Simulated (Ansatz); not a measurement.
**MoO (singlet): geometry optimisation**

Where does this start of MoO (singlet) end when it is relaxed?

The runs use Ansatz 0.2.0, Gaussian basis; RKS PBE0/def2-TZVP.

## Step 1: Starting geometry

2 atoms, charge 0, spin multiplicity 1.

Atoms are counted from 1 here; the program's logs count them from 0.

Bond lengths: Mo1–O2 2.110 Å.

Coordinates:

```xyz
2
charge 0, multiplicity 1
Mo    0.0000    0.0000    0.0000
O     0.0000    0.0000    2.1100
```

The start is set by covalent radii. Sticks and bond lists go by distance. No spin-orbit coupling is included. Elements past krypton take def2 core potentials.

## Step 2: Relaxation

File in.yaml:

```yaml
crystal:
  periodic: [false, false, false]
  atoms:
    - {symbol: Mo, position_ang: [0.000000, 0.000000, 0.000000]}
    - {symbol: O, position_ang: [0.000000, 0.000000, 2.110000]}
basis:
  gaussian: {orbitals: def2-TZVP}
hamiltonian: {xc: pbe0}
relax: {f_tol: 0.004, max_steps: 80}
```

The run is started by

```
ansatz run in.yaml --threads 1 --pin off --events-out ev --progress --plain --max-ram 2176MiB
```

What does the calculation give? Wanted: energy gained; shift from the start; total energy; dipole moment.

**Answer**, as computed:

```
                  quantity          value
                     steps              7
             energy gained       3.321 eV
shift from the start (rms)        0.243 Å
              total energy  -3897.9878 eV
             dipole moment         1.87 D
```

In words: The bonds of the start are those of the end. Mo1–O2 went from 2.110 to 1.623 Å. No vibrations were run, so this is a stationary point, not a proven minimum, and this spin need not be the ground state's.
